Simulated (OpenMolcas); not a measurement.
**W⁴⁺ among point charges: CASSCF and CASPT2 levels and susceptibility**

Aim: the splitting of the states of W⁴⁺ in the field of 3 point charges, its lowest levels with spin-orbit coupling and its magnetic susceptibility.

Method: state-averaged CASSCF and CASPT2, spin-orbit coupling by RASSI with atomic mean-field integrals. Code: OpenMolcas 26.06.

## 1. What is computed

| Quantity | Value |
| --- | --- |
| Species | W⁴⁺ (tungsten, Z = 74, 70 electrons) |
| Basis | ANO-RCC-VDZP [7s6p4d2f1g], 68 functions |
| Scalar Hamiltonian | DKH2, point nucleus |
| Inactive shells | 1s 2s 2p 3s 3p 3d 4s 4p 4d 4f 5s 5p |
| Active space | 2 electrons in 5 orbitals (5d) |
| Some configurations of this space | 5d² |
| Orbitals | optimised for each spin and parity, averaged over all roots |

Outer shells as boxes (Hund's rule):

5d2
```
5d [↑ ][↑ ][  ][  ][  ]
```

The ion sits among 3 point charges of -1 e arranged as a planar triangle (D3h), 1.95 Å from the ion.

Each step is its own input file, run in one work folder so that later steps find the files of earlier ones. Labels, J, g values, rates, χT and fits are worked out afterwards by a script from the matrices that RASSI stores.

## 2. Basis and integrals

Input file a.inp:

```
&GATEWAY
Coord
1

W 0.0 0.0 0.0
Basis=ANO-RCC-VDZP
Group=NoSym
NoMove
AngMom=0.0 0.0 0.0
AMFI
XField
3 Angstrom 0
1.950000 0.000000 0.000000 -1.000000
-0.975000 1.688750 0.000000 -1.000000
-0.975000 -1.688750 0.000000 -1.000000
&SEWARD
```

On the command line:

```console
> OMP_NUM_THREADS=1 MOLCAS_MEM=1689 MOLCAS_PROJECT=a pymolcas a.inp > a.log
```

Output:

```text
Basis set label: W.ANO-RCC...7S6P4D2F1G.

      Electronic valence basis set:
      ------------------
      Associated Effective Charge  74.000000 au
      Associated Actual Charge     74.000000 au
      Nuclear Model: Point charge

      Shell  nPrim  nBasis  Cartesian Spherical Contaminant
         s      24       7        X
         p      21       6        X
         d      15       4                 X
         f      11       2                 X
         g       4       1                 X
                  Relativistic Douglas-Kroll-Hess integrals:
                    - DKH order of Hamiltonian: 2
                    - DKH order of Properties : 0
                  Atomic mean-field integrals
```

## 3. CASSCF: triplets, 10 roots

Input file a.inp:

```
&RASSCF
FileOrb=start.orb
Symmetry=1
Spin=3
nActEl=2 0 0
Inactive=34
Ras2=5
CIRoot=10 10 1
SDav=10
CIMx=300
Iter=120 100
PrWF=0.3
OrbListing=Nothing
MaxOrb=0
>>> COPY $Project.JobIph JOB001
```

On the command line:

```console
> OMP_NUM_THREADS=1 MOLCAS_MEM=1689 MOLCAS_PROJECT=a pymolcas a.inp > a.log
```

start.orb holds the contracted functions of the basis, ordered by shell, or the orbitals of the step before.

Output (excerpt; [...] marks lines left out):

```text
[...]
      Number of active orbitals                  5
[...]
      Spin quantum number                      1.0
[...]
      Active orbitals                            5
[...]
      Number of CSFs                            10
      Number of root(s) required                10
[...]
      Convergence after 10 iterations
[...]
      Natural orbitals and occupation numbers for root  1
      sym 1:  -0.000000   0.971036   0.028964   0.971036   0.028964
      Natural orbitals and occupation numbers for root  2
      sym 1:   0.091675   0.091675   0.908325   0.908325   0.000000
      Natural orbitals and occupation numbers for root  3
      sym 1:   0.091675   0.908325  -0.000000   0.091675   0.908325
::    RASSCF root number  1 Total energy: -16127.59247166
::    RASSCF root number  2 Total energy: -16127.58852934
::    RASSCF root number  3 Total energy: -16127.58852934
[...]
::    RASSCF root number  7 Total energy: -16127.55550076
::    RASSCF root number  8 Total energy: -16127.52186585
::    RASSCF root number  9 Total energy: -16127.52186584
::    RASSCF root number 10 Total energy: -16127.46457454
```

## 4. CASSCF: singlets, 15 roots

Input file a.inp:

```
&RASSCF
FileOrb=start.orb
Symmetry=1
Spin=1
nActEl=2 0 0
Inactive=34
Ras2=5
CIRoot=15 15 1
SDav=15
CIMx=300
Iter=120 100
PrWF=0.3
OrbListing=Nothing
MaxOrb=0
>>> COPY $Project.JobIph JOB002
```

Output (excerpt; [...] marks lines left out):

```text
[...]
      Number of active orbitals                  5
[...]
      Spin quantum number                      0.0
[...]
      Active orbitals                            5
[...]
      Number of CSFs                            15
      Number of root(s) required                15
[...]
      Convergence after  8 iterations
[...]
      Natural orbitals and occupation numbers for root  1
      sym 1:   0.198099   0.000000   0.198101   0.801900   0.801900
      Natural orbitals and occupation numbers for root  2
      sym 1:   0.000001   0.198589   0.197610   0.801900   0.801900
      Natural orbitals and occupation numbers for root  3
      sym 1:   0.004507   0.004507   1.614836   0.188075   0.188075
::    RASSCF root number  1 Total energy: -16127.54677633
::    RASSCF root number  2 Total energy: -16127.54677633
::    RASSCF root number  3 Total energy: -16127.53976043
[...]
::    RASSCF root number 12 Total energy: -16127.48369496
::    RASSCF root number 13 Total energy: -16127.43899162
::    RASSCF root number 14 Total energy: -16127.43899162
::    RASSCF root number 15 Total energy: -16127.37338845
```

## 5. State interaction with spin-orbit coupling

Input file a.inp:

```
&RASSI
NrOfJobIphs=2 10 15
1 2 3 4 5 6 7 8 9 10
1 2 3 4 5 6 7 8 9 10 11 12 13 14 15
IphNames
JOB001
JOB002
EJob
SpinOrbit
DIPRint=1.0
SOCoupling=1000.0
Subsets=2
Property=9
'ANGMOM' 1 'ANGMOM' 2 'ANGMOM' 3 'MLTPL  1' 1 'MLTPL  1' 2 'MLTPL  1' 3
'AMFI' 1 'AMFI' 2 'AMFI' 3
SOProperty=3
'ANGMOM' 1 'ANGMOM' 2 'ANGMOM' 3
```

On the command line:

```console
> OMP_NUM_THREADS=1 MOLCAS_MEM=1689 MOLCAS_PROJECT=a pymolcas a.inp > a.log
```

Output (excerpt; [...] marks lines left out):

```text
SPIN-FREE ENERGIES:
  (Shifted by EMIN (a.u.) =     -16127.5924716581)
 SF State       Relative EMIN(au)   Rel lowest level(eV)    D:o, cm**(-1)      L_eff
     1             0.0000000000        0.0000000000              0.0000         2.8
     2             0.0039423166        0.1072758994            865.2385         2.7
     3             0.0039423182        0.1072759438            865.2388         2.7
     4             0.0289416936        0.7875436034           6351.9675         3.0
     5             0.0289417058        0.7875439355           6351.9702         3.0
     6             0.0368968780        1.0040151993           8097.9287         3.0
     7             0.0369708934        1.0060292614           8114.1732         3.0
    11             0.0456953237        1.2434331019          10028.9643         2.4
    12             0.0456953261        1.2434331679          10028.9648         2.4
    13             0.0527112281        1.4343455869          11568.7774         3.7
[...]
Eigenvalues of complex Hamiltonian:
   -----------------------------------
  (Shifted by EMIN (a.u.) =     -16127.5924716581)
 SO State       Relative EMIN(au)   Rel lowest level(eV)    D:o, cm**(-1)     J-value
     1            -0.0340975944        0.0000000000              0.0000         1.8
     2            -0.0251821466        0.2426016944           1956.7146         1.9
     3            -0.0251821453        0.2426017277           1956.7149         1.9
     4            -0.0148451848        0.5238847527           4225.4155         1.2
     5            -0.0148451804        0.5238848735           4225.4165         1.2
     6            -0.0041903501        0.8138175754           6563.8814         2.7
     7             0.0059531504        1.0898362865           8790.1225         2.8
     8             0.0059531509        1.0898362984           8790.1225         2.8
     9             0.0115063627        1.2409468900          10008.9117         2.2
    10             0.0115063683        1.2409470440          10008.9129         2.2
    11             0.0148971127        1.3332138989          10753.0953         3.6
[...]
```

Time for these steps: 8 s (1 thread of Arm Neoverse V1, shared host).

Spin-free states, with their symmetry labels:

| state | degeneracy | E (cm-1) | free-ion L (%) |
| --- | --- | --- | --- |
| 3A2 | 1 | 0 | F (91) |
| 3E | 2 | 865 | F (82) |
| 3E | 2 | 6352 | F (100) |
| 3A1 | 1 | 8098 | F (100) |
| 3A2 | 1 | 8114 | F (100) |
| 1E | 2 | 10029 | D (85) |
| 1A1 | 1 | 11569 | G (85) |
| 1E | 2 | 12198 | G (78) |
| 3E | 2 | 15496 | P (82) |
| 1A1 | 1 | 18167 | D (75) |
| 1E | 2 | 18695 | G (85) |
| 1E | 2 | 19255 | D (78) |
| 1A1 | 1 | 23808 | G (100) |
| 1A2 | 1 | 23874 | G (100) |
| 3A2 | 1 | 28070 | P (91) |
| 1E | 2 | 33685 | G (100) |
| 1A1 | 1 | 48083 | S (88) |

With spin-orbit coupling:

```csv
E (cm-1),Degeneracy,Label,2S+1,g
0.0,1,A1,3,
1957,2,E,3,0.00 0.00 2.41
4225,2,E,3,0.00 0.00 3.94
6564,1,A2,3,
8790,2,E,3,0.00 0.00 2.07
10009,2,E,3,0.00 0.00 4.06
10753,1,A1,3,
11783,2,E,3,0.00 0.00 1.59
13407,1,A2,3,
13417,1,A1,3,
15068,2,E,3,0.00 0.00 4.15
18335,1,A1,3,
18709,1,A2,3,
18709,1,A1,3,
19522,2,E,3,0.00 0.00 4.26
20402,2,E,3,0.00 0.00 9.92
20775,2,E,3,0.00 0.00 1.93
21096,1,A2,3,
21138,1,A1,1,
21791,2,E,1,0.00 0.00 1.96
24328,2,E,1,0.00 0.00 4.76
26069,1,A1,1,
28466,2,E,1,0.00 0.00 2.38
29536,2,E,1,0.00 0.00 4.74
```

Labels of spin-orbit levels are those of the rotation subgroup (D3 for D3h). Principal g values are given for doublets only; a zero marks a field direction without first-order Zeeman splitting.

Powder χT (cm³ K/mol): 0.00 at 2 K, 0.00 at 5 K, 0.00 at 10 K, 0.00 at 20 K, 0.01 at 50 K, 0.02 at 100 K, 0.02 at 150 K, 0.03 at 200 K, 0.04 at 250 K, 0.05 at 300 K.

## 6. CASPT2: IPEA 0.25, imaginary shift 0.1 (closed shells correlated: 4f 5s 5p)

Input file a.inp:

```
>>> COPY JOB001 $Project.JobIph
&CASPT2
Multistate=10 1 2 3 4 5 6 7 8 9 10
NoMult
Frozen=23
IPEA=0.25
Imaginary=0.1
MaxIter=60
WThr=0.0 0.3 0.05
PrWF=0.5
NoMix
>>> COPY JOB002 $Project.JobIph
&CASPT2
Multistate=15 1 2 3 4 5 6 7 8 9 10 11 12 13 14 15
NoMult
Frozen=23
IPEA=0.25
Imaginary=0.1
MaxIter=60
WThr=0.0 0.3 0.05
PrWF=0.5
NoMix
```

Output:

```text
Orbital specifications:
      -----------------------

      Symmetry species                           1
                                                 a
      Frozen orbitals                           23
      Inactive orbitals                         11
      Active orbitals                            5
      Secondary orbitals                        29
      Deleted orbitals                           0
      Number of basis functions                 68
Type of calculation                        SS-CASPT2
      Fock operator                              state-specific
      IPEA shift                                 0.25
      Real shift                                 0.00
      Imaginary shift                            0.10
      The input orbitals will be transformed to quasi-canonical
Reference energy:      -16127.5924716581
      E2 (Non-variational):      -0.7489462635
      Shift correction:          -0.0001043385
      E2 (Variational):          -0.7490506019
      Total energy:          -16128.3415222600
      Residual norm:              0.0000004236
      Reference weight:           0.92816
      Contributions to the CASPT2 correlation energy
      Active & Virtual Only:         -0.0023561211
      One Inactive Excited:          -0.0805405100
      Two Inactive Excited:          -0.6660496323
Reference energy:      -16127.5885293415
      E2 (Non-variational):      -0.7507336974
      Shift correction:          -0.0001068210
      E2 (Variational):          -0.7508405184
      Total energy:          -16128.3393698599
      Residual norm:              0.0000008248
      Reference weight:           0.92760
      Contributions to the CASPT2 correlation energy
      Active & Virtual Only:         -0.0027465206
      One Inactive Excited:          -0.0809687956
      Two Inactive Excited:          -0.6670183812
::    CASPT2 Root  1     Total energy: -16128.34152226
::    CASPT2 Root  2     Total energy: -16128.33936986
::    CASPT2 Root  3     Total energy: -16128.33936977
::    CASPT2 Root  4     Total energy: -16128.31297589
::    CASPT2 Root  5     Total energy: -16128.31259671
::    CASPT2 Root  6     Total energy: -16128.30600461
::    CASPT2 Root  7     Total energy: -16128.30594053
::    CASPT2 Root  8     Total energy: -16128.27760794
::    CASPT2 Root  9     Total energy: -16128.27760821
::    CASPT2 Root 10     Total energy: -16128.21973054
Orbital specifications:
      -----------------------

      Symmetry species                           1
                                                 a
      Frozen orbitals                           23
      Inactive orbitals                         11
      Active orbitals                            5
      Secondary orbitals                        29
      Deleted orbitals                           0
      Number of basis functions                 68
Type of calculation                        SS-CASPT2
      Fock operator                              state-specific
      IPEA shift                                 0.25
      Real shift                                 0.00
      Imaginary shift                            0.10
      The input orbitals will be transformed to quasi-canonical
Reference energy:      -16127.5467763344
      E2 (Non-variational):      -0.7557944002
      Shift correction:          -0.0001787599
      E2 (Variational):          -0.7559731601
      Total energy:          -16128.3027494945
      Residual norm:              0.0000000871
      Reference weight:           0.92375
      Contributions to the CASPT2 correlation energy
      Active & Virtual Only:         -0.0066523085
      One Inactive Excited:          -0.0794097049
      Two Inactive Excited:          -0.6697323868
Reference energy:      -16127.5467763320
      E2 (Non-variational):      -0.7556514142
      Shift correction:          -0.0001755993
      E2 (Variational):          -0.7558270136
      Total energy:          -16128.3026033455
      Residual norm:              0.0000000838
      Reference weight:           0.92387
      Contributions to the CASPT2 correlation energy
      Active & Virtual Only:         -0.0066268922
      One Inactive Excited:          -0.0793707210
      Two Inactive Excited:          -0.6696538010
::    CASPT2 Root  1     Total energy: -16128.30274949
::    CASPT2 Root  2     Total energy: -16128.30260335
::    CASPT2 Root  3     Total energy: -16128.29266869
::    CASPT2 Root  4     Total energy: -16128.29146126
::    CASPT2 Root  5     Total energy: -16128.29146121
::    CASPT2 Root  6     Total energy: -16128.26994228
::    CASPT2 Root  7     Total energy: -16128.26236706
::    CASPT2 Root  8     Total energy: -16128.26212765
::    CASPT2 Root  9     Total energy: -16128.26462048
::    CASPT2 Root 10     Total energy: -16128.26462056
::    CASPT2 Root 11     Total energy: -16128.23892117
::    CASPT2 Root 12     Total energy: -16128.23865630
::    CASPT2 Root 13     Total energy: -16128.19321791
::    CASPT2 Root 14     Total energy: -16128.19327358
::    CASPT2 Root 15     Total energy: -16128.14247482
```

This run took 9.4 s in all on 1 thread of Arm Neoverse V1, shared host.

SS-CASPT2: lowest energy less the reference's lowest, -0.7491 hartree; reference weights 0.915 to 0.928.

Spin-free states, with their symmetry labels:

| state | degeneracy | E (cm-1) | free-ion L (%) |
| --- | --- | --- | --- |
| 3A2 | 1 | 0 | F (91) |
| 3E | 2 | 472 | F (82) |
| 3E | 2 | 6307 | F (100) |
| 3A1 | 1 | 7795 | F (100) |
| 3A2 | 1 | 7809 | F (100) |
| 1E | 2 | 8526 | D (85) |
| 1A1 | 1 | 10722 | G (85) |
| 1E | 2 | 10987 | G (78) |
| 3E | 2 | 14028 | P (82) |
| 1A1 | 1 | 15710 | D (75) |
| 1E | 2 | 16878 | D (78) |
| 1E | 2 | 17399 | G (85) |
| 1A1 | 1 | 22518 | G (100) |
| 1A2 | 1 | 22576 | G (100) |
| 3A2 | 1 | 26730 | P (91) |
| 1E | 2 | 32543 | G (100) |
| 1A1 | 1 | 43686 | S (88) |

With spin-orbit coupling:

| E (cm-1) | Degeneracy | Label | 2S+1 | g |
| --- | --- | --- | --- | --- |
| 0 | 1 | A1 | 3 |  |
| 2010 | 2 | E | 3 | 0.00 0.00 2.37 |
| 4070 | 2 | E | 3 | 0.00 0.00 3.95 |
| 6520 | 1 | A2 | 3 |  |
| 9080 | 2 | E | 3 | 0.00 0.00 2.16 |
| 10000 | 2 | E | 3 | 0.00 0.00 4.08 |
| 10810 | 1 | A1 | 3 |  |
| 11640 | 2 | E | 3 | 0.00 0.00 1.57 |
| 13540 | 1 | A2 | 3 |  |
| 13550 | 1 | A1 | 3 |  |
| 14930 | 2 | E | 3 | 0.00 0.00 4.17 |
| 17110 | 1 | A1 | 3 |  |
| 18830 | 2 | E | 3 | 0.00 0.00 4.22 |
| 18830 | 1 | A1 | 3 |  |
| 18830 | 1 | A2 | 3 |  |
| 19490 | 2 | E | 3 | 0.00 0.00 1.92 |
| 19970 | 1 | A2 | 3 |  |
| 20420 | 2 | E | 3 | 0.00 0.00 9.92 |
| 20690 | 1 | A1 | 1 |  |
| 21190 | 2 | E | 1 | 0.00 0.00 1.94 |
| 23350 | 2 | E | 1 | 0.00 0.00 4.78 |
| 24250 | 1 | A1 | 1 |  |
| 26870 | 2 | E | 1 | 0.00 0.00 2.33 |
| 28590 | 2 | E | 1 | 0.00 0.00 4.70 |

Powder χT (cm³ K/mol): 0.00 at 2 K, 0.00 at 5 K, 0.00 at 10 K, 0.00 at 20 K, 0.01 at 50 K, 0.02 at 100 K, 0.02 at 150 K, 0.03 at 200 K, 0.04 at 250 K, 0.05 at 300 K.

## 7. The methods side by side

A. CASSCF
B. SS-CASPT2, IPEA 0.25, imaginary shift 0.1 (closed shells correlated: 4f 5s 5p)

| method | ground state | first state of that spin (cm-1) | first gap with spin-orbit (cm-1) | χT at 300 K |
| --- | --- | --- | --- | --- |
| A | 3A2 | 3E 865.2 | 1956.7 | 0.05 |
| B | 3A2 | 3E 472.4 | 2013.8 | 0.05 |

## 8. Summary of results

| quantity | value |
| --- | --- |
| method | SS-CASPT2, IPEA 0.25, imaginary shift 0.1 (closed shells correlated: 4f 5s 5p) |
| spin-free ground state | 3A2, 1-fold in its orbital part |
| first state of the same spin within the active space | 3E at 472 cm⁻¹ |
| lowest level | 1-fold A1 |
| next level | 2013.8 cm⁻¹ |
| χT at 300 K | 0.05 cm³ K/mol |
| effective moment at 300 K | 0.60 μB |

Cost by method:

| method | time of its own steps | time with the reference |
| --- | --- | --- |
| A. CASSCF | 8 s | 8 s |
| B. SS-CASPT2, IPEA 0.25, imaginary shift 0.1, +4f 5s 5p | 9.4 s | 17 s |

Times are of one thread on a shared host.

**Reading.** The spin-free ground state (3A2) comes to 91 % from free-ion F terms and keeps the highest spin of the shell. χT at 300 K is 0.05, against 1.00 cm³ K/mol for the spin alone, so spin-orbit coupling lowers it. CASPT2 does not keep the components of a term degenerate, and the means are used. The field of point charges can differ much from that of real complexes. Point charges carry no covalency, so the field is a model and not that of real ligands.
